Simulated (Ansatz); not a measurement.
# Cl2H2NNbO: a ladder of functionals and wavefunction methods

The task here is to estimate one member of a computed series from the others.

Program: Ansatz 0.2.0, Gaussian basis. Level of theory: functionals in def2-TZVPP, the program's frozen cores in correlated methods. These are calculated values, not measurements.

The runs, in order: LDA (SPW92), PBE-D4, revPBE-D4, BLYP-D4, r2SCAN-D4, B97M-V, PBE0-D4, B3LYP-D4, r2SCANh-D4, r2SCAN0-D4, HSE06-D4, BHLYP-D4, CAM-B3LYP-D4, LC-ωPBE, ωB97X-V, ωB97M-V, B2PLYP, PBE-QIDH; CCSD(T)/def2-SVP; CCSD(T)/def2-TZVPP; MP2/def2-QZVPP; extrapolation to the limit; RPA on PBE.

### The geometry

The geometry comes from an earlier relaxation with PBE0-D4 in a triple-zeta def2 set; it is a stationary point, not always the lowest conformer. Nb takes the def2 core potential; no spin-orbit term is included.

SMILES `[NH2][Nb](=[O])([Cl])[Cl]`, 7 atoms, charge 0, spin multiplicity 1.

Atoms are counted from 1 here; the program's logs count them from 0.

Bond lengths: N1–Nb2 1.939 Å, N1–H6 1.012 Å, N1–H7 1.010 Å, Nb2–O3 1.681 Å, Nb2–Cl4 2.301 Å, Nb2–Cl5 2.301 Å. Angles: Nb2–N1–H6 123.9°, Nb2–N1–H7 125.1°, H6–N1–H7 111.0°, N1–Nb2–O3 103.7°, N1–Nb2–Cl4 110.0°, N1–Nb2–Cl5 110.0°, O3–Nb2–Cl4 110.6°, O3–Nb2–Cl5 110.6°, Cl4–Nb2–Cl5 111.6°.

Set-up of the first run:

Input file in.yaml:

```yaml
crystal:
  periodic: [false, false, false]
  atoms:
    - {symbol: N, position_ang: [-0.622384, 0.486755, 0.922381]}
    - {symbol: Nb, position_ang: [0.432704, -0.340496, -0.479058]}
    - {symbol: O, position_ang: [1.598223, -1.212538, 0.361756]}
    - {symbol: Cl, position_ang: [-0.888288, -1.749799, -1.729967]}
    - {symbol: Cl, position_ang: [1.416965, 1.280239, -1.783029]}
    - {symbol: H, position_ang: [-1.417281, 1.088528, 0.749154]}
    - {symbol: H, position_ang: [-0.458541, 0.379411, 1.913064]}
basis:
  gaussian: {orbitals: def2-TZVPP}
hamiltonian: {xc: lda}
output: {orbitals: {seedname: orbitals}}
```

Among the steps run: LDA; PBE-D4 (GGA); revPBE-D4 (GGA); BLYP-D4 (GGA); r2SCAN-D4 (meta-GGA); B97M-V (meta-GGA); PBE0-D4 (hybrid); B3LYP-D4 (hybrid); r2SCANh-D4 (hybrid); r2SCAN0-D4 (hybrid); HSE06-D4 (hybrid); BHLYP-D4 (hybrid); CAM-B3LYP-D4 (range-separated); LC-ωPBE-D4 (range-separated; the results give it without D4); ωB97X-V (range-separated); ωB97M-V (range-separated); B2PLYP (double hybrid); PBE-QIDH (double hybrid).

One of the session's tables, all rows but one given; the rest of the session is left out.

It belongs to the step «Frontier levels by functional». 

| functional | HOMO (eV) | LUMO (eV) | gap (eV) |
| --- | --- | --- | --- |
| LDA (SPW92) | -7.62 | -3.42 | 4.20 |
| PBE-D4 | -7.42 | -3.19 | 4.23 |
| revPBE-D4 | -7.35 | -3.10 | 4.25 |
| BLYP-D4 | -7.27 | -3.07 | 4.20 |
| r2SCAN-D4 | -7.76 | -3.11 | 4.65 |
| B97M-V | -7.80 | -3.06 | 4.74 |
| PBE0-D4 | -8.79 | -2.43 | 6.37 |
| B3LYP-D4 | -8.53 | -2.64 | 5.90 |
| r2SCANh-D4 | -8.27 | -2.82 | 5.45 |
| r2SCAN0-D4 | -9.03 | -2.37 | 6.66 |
| HSE06-D4 | -8.39 | -2.80 | 5.59 |
| BHLYP-D4 | ? | ? | ? |
| CAM-B3LYP-D4 | -10.16 | -1.35 | 8.80 |
| LC-ωPBE | -11.57 | -0.22 | 11.34 |
| ωB97X-V | -11.17 | -0.29 | 10.87 |
| ωB97M-V | -11.03 | -0.33 | 10.70 |

**Question.** Estimate the row for BHLYP-D4.

Worked estimate for «HOMO (eV)». Against the share of exact exchange, BLYP-D4 (0, -7.27), B3LYP-D4 (0.2, -8.53) give a slope of -6.30 per unit share; at 0.5 the line stands at -10.42.

**Answer.** HOMO (eV): -10.04; LUMO (eV): -1.50; gap (eV): 8.54. In «HOMO (eV)» the line misses by -0.38.
